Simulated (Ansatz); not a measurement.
**BrCl₂HOSn: up Jacob's ladder to CCSD(T)**

The task here is to estimate one member of a computed series from the others.

Program: Ansatz 0.2.0, Gaussian basis. Level of theory: functionals in def2-TZVPP, the program's frozen cores in correlated methods. These are calculated values, not measurements.

Levels to be run: LDA (SPW92), PBE-D4, revPBE-D4, BLYP-D4, r2SCAN-D4, B97M-V, PBE0-D4, B3LYP-D4, r2SCANh-D4, r2SCAN0-D4, HSE06-D4, BHLYP-D4, CAM-B3LYP-D4, LC-ωPBE, ωB97X-V, ωB97M-V, B2PLYP, PBE-QIDH; CCSD(T)/def2-SVP; CCSD(T)/def2-TZVPP; MP2/def2-QZVPP; extrapolation to the limit; RPA on PBE.

### The geometry

All runs share one geometry, relaxed beforehand with PBE0-D4 in a triple-zeta def2 set. Sn takes the def2 core potential; no spin-orbit term is included.

SMILES `[OH][Sn]([Cl])([Cl])[Br]`, 6 atoms, charge 0, spin multiplicity 1.

Atoms are counted from 1 here; the program's logs count them from 0.

Bond lengths: O1–Sn2 1.934 Å, O1–H6 0.962 Å, Sn2–Cl3 2.284 Å, Sn2–Cl4 2.299 Å, Sn2–Br5 2.444 Å. Angles: Sn2–O1–H6 113.1°, O1–Sn2–Cl3 105.8°, O1–Sn2–Cl4 110.1°, O1–Sn2–Br5 111.2°, Cl3–Sn2–Cl4 109.9°, Cl3–Sn2–Br5 111.2°, Cl4–Sn2–Br5 108.8°.

Set-up of the first run:

in.yaml

```yaml
crystal:
  periodic: [false, false, false]
  atoms:
    - {symbol: O, position_ang: [-0.647668, 0.384805, 1.414758]}
    - {symbol: Sn, position_ang: [0.247408, -0.195237, -0.198234]}
    - {symbol: Cl, position_ang: [2.012207, -1.468710, 0.494556]}
    - {symbol: Cl, position_ang: [-1.178187, -1.466444, -1.477476]}
    - {symbol: Br, position_ang: [1.002928, 1.714496, -1.523250]}
    - {symbol: H, position_ang: [-1.394488, 0.967091, 1.243546]}
basis:
  gaussian: {orbitals: def2-TZVPP}
hamiltonian: {xc: lda}
output: {orbitals: {seedname: orbitals}}
```

Steps of the session up to this table: LDA; PBE-D4 (GGA); revPBE-D4 (GGA); BLYP-D4 (GGA); r2SCAN-D4 (meta-GGA); B97M-V (meta-GGA); PBE0-D4 (hybrid); B3LYP-D4 (hybrid); r2SCANh-D4 (hybrid); r2SCAN0-D4 (hybrid); HSE06-D4 (hybrid); BHLYP-D4 (hybrid); CAM-B3LYP-D4 (range-separated); LC-ωPBE-D4 (range-separated; the results give it without D4); ωB97X-V (range-separated); ωB97M-V (range-separated); B2PLYP (double hybrid); PBE-QIDH (double hybrid).

One table of the session follows, with a row left open; its other results are not shown here.

It belongs to the step «Orbital energies across the functionals». 

| functional | HOMO (eV) | LUMO (eV) | gap (eV) |
| --- | --- | --- | --- |
| LDA (SPW92) | -7.94 | -4.09 | 3.85 |
| PBE-D4 | ? | ? | ? |
| revPBE-D4 | -7.71 | -3.65 | 4.05 |
| BLYP-D4 | -7.59 | -3.70 | 3.89 |
| r2SCAN-D4 | -8.15 | -3.61 | 4.54 |
| B97M-V | -8.21 | -3.47 | 4.74 |
| PBE0-D4 | -9.15 | -2.89 | 6.26 |
| B3LYP-D4 | -8.86 | -3.19 | 5.67 |
| r2SCANh-D4 | -8.66 | -3.29 | 5.37 |
| r2SCAN0-D4 | -9.40 | -2.80 | 6.60 |
| HSE06-D4 | -8.75 | -3.26 | 5.49 |
| BHLYP-D4 | -10.33 | -1.93 | 8.39 |
| CAM-B3LYP-D4 | -10.49 | -1.91 | 8.58 |
| LC-ωPBE | -11.94 | -0.67 | 11.26 |
| ωB97X-V | -11.55 | -0.78 | 10.77 |
| ωB97M-V | -11.39 | -0.87 | 10.52 |

Q: Estimate the row for PBE-D4 from the others.

**Answer.** HOMO (eV): -7.77; LUMO (eV): -3.77; gap (eV): 4.00. In the column «HOMO (eV)» it lies between LDA (SPW92) (-7.94) and revPBE-D4 (-7.71).
